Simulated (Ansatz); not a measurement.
# YbB2, space group P6/mmm: a charge-density difference against the sublattices

Program: the Python package of Ansatz (0.2.0).

Run as a notebook:

**Cell 1**
```python
from dataclasses import dataclass
import warnings

import ansatz
import numpy as np
```

**Cell 2**
```python
@dataclass(frozen=True)
class Settings:
    filling: str = "Fermi-Dirac"
    smearing_width: float = 0.1
    cutoff: int = 460
    kmesh: tuple[int, ...] = (8, 8, 6)
```

**Cell 3**
```python
opts = Settings()

VECTORS = np.array([
    [3.2503, 0.0, 0.0],
    [-1.62515, 2.81484237, 0.0],
    [0.0, 0.0, 3.7315],
])
SITES = [
    ("Yb", (0.0, 0.0, 0.0)),
    ("B", (1 / 3, 2 / 3, 0.5)),
    ("B", (2 / 3, 1 / 3, 0.5)),
]
```

**Cell 4**
```python
def make_crystal(cell):
    crystal = ansatz.Crystal(lattice=ansatz.Lattice.of(cell))
    for symbol, position in SITES:
        crystal = crystal.atom(symbol, position)
    return crystal
```

**Cell 5**
```python
warnings.simplefilter("ignore", ansatz.DeckWarning)

# one cutoff and one grid for all runs, so that the fields can be subtracted
def solve(crystal):
    return (
        crystal.calculation()
        .functional(ansatz.Functional.LDA)
        .occupations(opts.filling, width=opts.smearing_width)
        .basis(opts.cutoff, grid_basis="typed")
        .kpoints(*opts.kmesh)
        .density()
        .run(threads=1)
    )
```

**Cell 6**
```python
whole = solve(make_crystal(VECTORS))
difference = whole.density().channels[0].density_e_per_ang3.copy()
binding = whole.report["free_energy_ev"]
for element in ["Yb", "B"]:
    part = ansatz.Crystal(lattice=ansatz.Lattice.of(VECTORS))
    for symbol, position in SITES:
        if symbol == element:
            part = part.atom(symbol, position)
    alone = solve(part)
    difference -= alone.density().channels[0].density_e_per_ang3
    binding -= alone.report["free_energy_ev"]
    print(f"{element} sublattice: {alone.report['n_electrons']:g} electrons, {alone.report['n_iterations']} iterations")
```
Output:
```text
Yb sublattice: 24 electrons, 8 iterations
B sublattice: 6 electrons, 6 iterations
```

**Cell 7**
```python
voxel = abs(np.linalg.det(VECTORS)) / difference.size
print(f"energy of the crystal less its unpolarised sublattices: {binding / len(SITES):.4f} eV/atom")
print(f"net charge of the difference {difference.sum() * voxel:.5f} e, charge moved {0.5 * np.abs(difference).sum() * voxel:.3f} e")
print(f"extremes {difference.min():.4f} and {difference.max():.4f} e/A^3")
for (symbol, position) in SITES:
    index = tuple(int(round(p * n)) % n for p, n in zip(position, difference.shape))
    print(f"  change of the pseudo-density at the grid point nearest {symbol}: {difference[index]:+.4f} e/A^3")
```
Output:
```text
energy of the crystal less its unpolarised sublattices: -1.8712 eV/atom
net charge of the difference -0.00000 e, charge moved 0.479 e
extremes -0.6602 and 0.1770 e/A^3
  change of the pseudo-density at the grid point nearest Yb: -0.6602 e/A^3
  change of the pseudo-density at the grid point nearest B: -0.0492 e/A^3
  change of the pseudo-density at the grid point nearest B: -0.0492 e/A^3
```

Reading the output:
- Semilocal functionals put the nearly full 4f shell of Yb too close to the Fermi level.
- For a metal this k-point mesh is coarse: on a finer one energies can move by several to tens of meV an atom and pressures by half a GPa or more, differences at one mesh by less.
- Grid values close to the nuclei reflect the PAW or pseudopotential construction, not the all-electron fields.
- The starting cell is as deposited in a crystallographic database; the results hold for this polymorph, which needn't be the stable one.
- Charge moved counts every rearrangement, bonding and polarisation too, and is no transfer between atoms; the bare sublattices are artificial references. Values near the nuclei depend on the potentials.
- Run time: 3.9 s on 1 thread of Arm Neoverse V2 (shared host), peak memory 0.37 GiB.

(Lines on the test bed's own set-up are left out of the output.)
